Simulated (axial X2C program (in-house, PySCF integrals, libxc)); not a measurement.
# InCo: properties at the nuclei

Wanted for InCo: properties at the nuclei, at the two-component level.

Method: two-component X2C with atomic mean-field terms, In dyall-cv3z, Co dyall-cv3z; program: an in-house X2C program for linear molecules on PySCF integrals.

All values are calculated.

**1. Set-up**

The input, task.json:

```json
{"zs": [49, 27], "q": 0, "bas": ["dyall-cv3z", "dyall-cv3z"], "r0": 2.53, "levels": ["PBE0", "HF", "LDA", "PBE50", "BHandHLYP"], "nst": 3}
```

Keys: zs atomic numbers; q charge; bas basis sets; r0 starting distance in Å; levels methods (HF also brings MP2); nst determinants followed.

Started as:

```console
python soeom.py task.json out
```

After this run come: Expectation values, lowest determinant; Expectation values, a higher determinant; Expectation values, a higher determinant.

**Question.** What will these runs give? Wanted: lowest determinant; Eeff magnitude; Ws magnitude In; A∥/gI In; qzz In; higher determinant (for each run or level that gives them).

The runs gave:

| quantity | value |
| --- | --- |
| lowest determinant | Ω = 3 (excess of +ω over −ω: ω = 1/2, ω = 5/2) |
| Eeff magnitude (GV/cm), PBE0 | 0.505 |
| Ws magnitude In (kHz), PBE0 | 0.0791 |
| A∥/gI In (MHz), PBE0 | 15.7 |
| qzz In (a.u.), PBE0 | -4.78 |
| higher determinant | Ω = 1 (excess of +ω over −ω: ω = -1/2, ω = 3/2) |
| Eeff magnitude (GV/cm), PBE0, higher determinant | 0.514 |
| Ws magnitude In (kHz), PBE0, higher determinant | 0.245 |
| A∥/gI In (MHz), PBE0, higher determinant | -65.5 |
| qzz In (a.u.), PBE0, higher determinant | -4.76 |
| higher determinant | Ω = 4 (excess of +ω over −ω: ω = 3/2, ω = 5/2) |
| Eeff magnitude (GV/cm), PBE0, higher determinant | 0.628 |
| Ws magnitude In (kHz), PBE0, higher determinant | 0.0889 |
| A∥/gI In (MHz), PBE0, higher determinant | 43 |
| qzz In (a.u.), PBE0, higher determinant | -4.72 |

In the first state, the effective field runs from 0.377 to 8.2 GV/cm over the mean-field levels, so the levels don't agree on it. The expectation values come from single determinants, which for open shells can mix terms of unlike spin or miss the lowest Ω, so a determinant need not be a state. Eeff is the effective electric field on the electron dipole moment in this Ω state and Ws the scalar–pseudoscalar constant (defined with the proton number Z and per Ω); A∥ is the parallel hyperfine constant, which follows by multiplying with the nuclear g factor gI = μI/(I μN); qzz is the electric field gradient, eQq0 = 234.96 MHz × Q/barn × qzz; μ is positive if Co is the positive end. The operators were transformed with the bare-nucleus X2C matrices.
